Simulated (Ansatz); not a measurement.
# CH3BF2: up Jacob's ladder to CCSD(T)

One table from this session's results is given with a row withheld; the runs are named, their logs left out.

Program: Ansatz 0.2.0, Gaussian basis. Level of theory: functionals in def2-TZVPP, the program's frozen cores in correlated methods. These are calculated values, not measurements.

Levels to be run: LDA (SPW92), PBE-D4, revPBE-D4, BLYP-D4, r2SCAN-D4, B97M-V, PBE0-D4, B3LYP-D4, r2SCANh-D4, r2SCAN0-D4, HSE06-D4, BHLYP-D4, CAM-B3LYP-D4, LC-ωPBE, ωB97X-V, ωB97M-V, B2PLYP, PBE-QIDH; CCSD(T)/def2-SVP; CCSD(T)/def2-TZVPP; MP2/def2-QZVPP; extrapolation to the limit; RPA on PBE.

## The geometry

All runs share one geometry, relaxed beforehand with PBE0-D4 in a triple-zeta def2 set.

SMILES `CB(F)F`, 7 atoms, charge 0, spin multiplicity 1.

Atoms are counted from 1 here; the program's logs count them from 0.

Bond lengths: C1–B2 1.555 Å, C1–H5 1.089 Å, C1–H6 1.093 Å, C1–H7 1.095 Å, B2–F3 1.322 Å, B2–F4 1.324 Å. Angles: B2–C1–H5 112.8°, B2–C1–H6 110.5°, B2–C1–H7 109.6°, H5–C1–H6 109.2°, H5–C1–H7 108.5°, H6–C1–H7 106.0°, C1–B2–F3 122.8°, C1–B2–F4 121.4°, F3–B2–F4 115.8°.

The first run:

Input file in.yaml:

```yaml
crystal:
  periodic: [false, false, false]
  atoms:
    - {symbol: C, position_ang: [-0.093557, 0.681567, -0.046386]}
    - {symbol: B, position_ang: [0.154846, -0.849253, 0.065296]}
    - {symbol: F, position_ang: [0.638882, -1.417959, 1.156600]}
    - {symbol: F, position_ang: [-0.118711, -1.667909, -0.938059]}
    - {symbol: H, position_ang: [0.268361, 1.232809, 0.820666]}
    - {symbol: H, position_ang: [0.377519, 1.081038, -0.948446]}
    - {symbol: H, position_ang: [-1.166139, 0.871806, -0.155471]}
basis:
  gaussian: {orbitals: def2-TZVPP}
hamiltonian: {xc: lda}
output: {orbitals: {seedname: orbitals}}
```

Started as:

```bash
$ ansatz run in.yaml --threads 4 --pin off --events-out ev --progress --plain --max-ram 10444MiB
```

Among the steps run: LDA; PBE-D4 (GGA); revPBE-D4 (GGA); BLYP-D4 (GGA); r2SCAN-D4 (meta-GGA); B97M-V (meta-GGA); PBE0-D4 (hybrid); B3LYP-D4 (hybrid); r2SCANh-D4 (hybrid); r2SCAN0-D4 (hybrid); HSE06-D4 (hybrid); BHLYP-D4 (hybrid); CAM-B3LYP-D4 (range-separated); LC-ωPBE (range-separated); ωB97X-V (range-separated); ωB97M-V (range-separated); B2PLYP (double hybrid); PBE-QIDH (double hybrid).

One of the session's tables, all rows but one given; the rest of the session is left out.

It belongs to the step «Frontier levels by functional». 

```
  functional  HOMO (eV)  gap (eV)
 LDA (SPW92)      -8.76      7.75
      PBE-D4      -8.60      7.90
   revPBE-D4      -8.53      7.97
     BLYP-D4      -8.53      7.92
   r2SCAN-D4      -8.98      8.76
      B97M-V      -9.11      8.89
     PBE0-D4     -10.26     10.64
    B3LYP-D4     -10.03     10.10
  r2SCANh-D4      -9.60      9.74
  r2SCAN0-D4     -10.52     11.19
    HSE06-D4      -9.85      9.84
    BHLYP-D4     -11.86     13.07
CAM-B3LYP-D4     -11.79     13.17
     LC-ωPBE     -13.14     15.77
     ωB97X-V     -12.77     15.23
     ωB97M-V          ?         ?
```

Estimate the missing values for ωB97M-V.

The run gave: HOMO (eV): -12.64; gap (eV): 14.56. In the column «HOMO (eV)» it lies between ωB97X-V (-12.77) and BHLYP-D4 (-11.86).
